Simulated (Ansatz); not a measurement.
# Na4TaN3: the cost of one run

Program: Ansatz 0.2.0. Level of theory: DFT PBE, scalar-relativistic, plane waves, PAW. These are calculated values, not measurements.

### 1 The structure to begin with

Symmetry: Pm-3m, No. 221, cubic system. Conventional cell: a = 4.978 Å, b = 4.978 Å, c = 4.978 Å, α = 90.00°, β = 90.00°, γ = 90.00°. Around Na (site symmetry m-3m) lie 6 N at 2.49 Å. Na (site symmetry 4/mmm) has 2 Ta at 2.49 Å and 4 N at 2.49 Å as nearest neighbours. Ta (site symmetry m-3m) has 6 Na at 2.49 Å as nearest neighbours. N (site symmetry 4/mmm) is surrounded by 6 Na at 2.49 Å.

Coordinates:

```cif
data_structure
_symmetry_space_group_name_H-M 'P 1'
_symmetry_Int_Tables_number 1
_cell_length_a 4.9784
_cell_length_b 4.9784
_cell_length_c 4.9784
_cell_angle_alpha 90.000
_cell_angle_beta 90.000
_cell_angle_gamma 90.000
_cell_volume 123.39
loop_
_atom_site_label
_atom_site_type_symbol
_atom_site_fract_x
_atom_site_fract_y
_atom_site_fract_z
_atom_site_occupancy
Na1 Na 0.00000 0.00000 0.00000 1
Na2 Na 0.50000 0.50000 0.00000 1
Na3 Na 0.50000 0.00000 0.50000 1
Na4 Na 0.00000 0.50000 0.50000 1
Ta1 Ta 0.50000 0.50000 0.50000 1
N1 N 0.00000 0.00000 0.50000 1
N2 N 0.00000 0.50000 0.00000 1
N3 N 0.50000 0.00000 0.00000 1
```

Recipe of the guess: species swapped into a database cell of Ba3SrO4 (Pm-3m, No. 221), with N on the Ba sites, Ta on the Sr sites and Na on the O sites. Its size is a rough estimate.

### 2 The guess as it stands, on a coarse mesh

input.yaml

```yaml
crystal:
  lattice:
    - [4.97838281, 0.0, 0.0]
    - [0.0, 4.97838281, 0.0]
    - [0.0, 0.0, 4.97838281]
  atoms:
    - { symbol: Na, position: [0.0, 0.0, 0.0] }
    - { symbol: Na, position: [0.5, 0.5, 0.0] }
    - { symbol: Na, position: [0.5, 0.0, 0.5] }
    - { symbol: Na, position: [0.0, 0.5, 0.5] }
    - { symbol: Ta, position: [0.5, 0.5, 0.5] }
    - { symbol: "N", position: [0.0, 0.0, 0.5] }
    - { symbol: "N", position: [0.0, 0.5, 0.0] }
    - { symbol: "N", position: [0.5, 0.0, 0.0] }
basis:
  ecutwfc: 420
kpoints:
  mp_grid: { grid: [4, 4, 4] }
hamiltonian:
  xc: pbe
scf:
  occupations: { method: gaussian, width: 0.1 }
  lower_state_search: "off"
output:
  forces: true
  stress: true
  eigenvalues: true
```

Run with:

```sh
ansatz run input.yaml --threads 1 --pin off --max-ram 2048MiB --backend cpu --events-out ev --progress --plain --runs-dir out
```

What time and memory should one allow on 1 thread of Arm Neoverse N1, shared host?

About 7.6 s, with a peak of 0.36 GiB.
